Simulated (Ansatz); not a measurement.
# CH2O2Zn: ionisation energy by level of theory

An exercise on one series of results from a longer session: the logs are not shown, and one member is left open.

Method: unrestricted cation, the program's frozen cores in correlated methods; program: Ansatz 0.2.0, Gaussian basis.

Plan: UKS PBE-D4/def2-TZVPP; UKS r2SCAN-D4/def2-TZVPP; UKS PBE0-D4/def2-TZVPP; UKS B3LYP-D4/def2-TZVPP; UKS wB97X-V/def2-TZVPP; UKS wB97M-V/def2-TZVPP; UKS B2PLYP (frozen core with 3s3p of Cu, Zn)/def2-TZVPP; UHF-CCSD(T) with 3s3p of Cu, Zn/def2-TZVPP; UHF-CCSD(T) with 3s3p of Cu, Zn/def2-QZVPP; extrapolation to the limit; then −ε(HOMO) from the neutral's earlier runs with LDA (SPW92), PBE-D4, revPBE-D4, BLYP-D4, r2SCAN-D4, B97M-V, PBE0-D4, B3LYP-D4, r2SCANh-D4, r2SCAN0-D4, HSE06-D4, BHLYP-D4, CAM-B3LYP-D4, LC-ωPBE, ωB97X-V, ωB97M-V.

## Structure used throughout

All runs share one geometry, relaxed beforehand with PBE0-D4 in a triple-zeta def2 set.

6 atoms, charge 0, spin multiplicity 1.

Atoms are counted from 1 here; the program's logs count them from 0.

Bond lengths: C1–O2 1.419 Å, C1–O4 1.419 Å, C1–H5 1.101 Å, C1–H6 1.101 Å, O2–Zn3 1.857 Å, Zn3–O4 1.857 Å. Angles: O2–C1–O4 110.8°, O2–C1–H5 108.8°, O2–C1–H6 108.8°, O4–C1–H5 108.8°, O4–C1–H6 108.8°, H5–C1–H6 110.7°, C1–O2–Zn3 85.6°, O2–Zn3–O4 78.0°, C1–O4–Zn3 85.6°.

Set-up of the first run:

The input, in.yaml:

```yaml
crystal:
  periodic: [false, false, false]
  atoms:
    - {symbol: C, position_ang: [-0.176857, 0.393659, -0.049999]}
    - {symbol: O, position_ang: [0.125333, -0.200330, 1.202874]}
    - {symbol: Zn, position_ang: [0.738381, -1.643592, 0.208745]}
    - {symbol: O, position_ang: [0.176753, -0.471930, -1.117496]}
    - {symbol: H, position_ang: [0.394849, 1.329356, -0.146853]}
    - {symbol: H, position_ang: [-1.258461, 0.592837, -0.097282]}
basis:
  gaussian: {orbitals: def2-TZVPP}
total_charge: 1
magnetization: {spin_polarized: true, initial_magnetization: 1}
hamiltonian: {xc: pbe, dispersion: d4}
```

On the command line:

```bash
$ ansatz run in.yaml --threads 2 --pin off --events-out ev --progress --plain --max-ram 32768MiB --backend cpu
```

Among the steps run: Cation, UKS PBE-D4/def2-TZVPP; Cation, UKS r2SCAN-D4/def2-TZVPP; Cation, UKS PBE0-D4/def2-TZVPP; Cation, UKS B3LYP-D4/def2-TZVPP; Cation, UKS wB97X-V/def2-TZVPP; Cation, UKS wB97M-V/def2-TZVPP; Cation, UKS B2PLYP (frozen core with 3s3p of Cu, Zn)/def2-TZVPP; Cation, UHF-CCSD(T) with 3s3p of Cu, Zn/def2-TZVPP; Cation, UHF-CCSD(T) with 3s3p of Cu, Zn/def2-QZVPP.

One of the session's tables, all rows but one given; the rest of the session is left out.

For comparison, −ε(HOMO) of the neutral from earlier runs:

| functional | −ε(HOMO) (eV) |
| --- | --- |
| LDA (SPW92) | 5.61 |
| PBE-D4 | 5.43 |
| revPBE-D4 | 5.35 |
| BLYP-D4 | 5.42 |
| r2SCAN-D4 | 5.62 |
| B97M-V | 5.74 |
| PBE0-D4 | 6.73 |
| B3LYP-D4 | 6.62 |
| r2SCANh-D4 | 6.12 |
| r2SCAN0-D4 | 6.87 |
| HSE06-D4 | 6.32 |
| BHLYP-D4 | 8.08 |
| CAM-B3LYP-D4 | 8.21 |
| LC-ωPBE | ? |
| ωB97X-V | 9.10 |
| ωB97M-V | 9.06 |

**Question.** Estimate the row for LC-ωPBE.

The run gave: −ε(HOMO) (eV): 9.40. In the column «−ε(HOMO) (eV)» it is the highest.
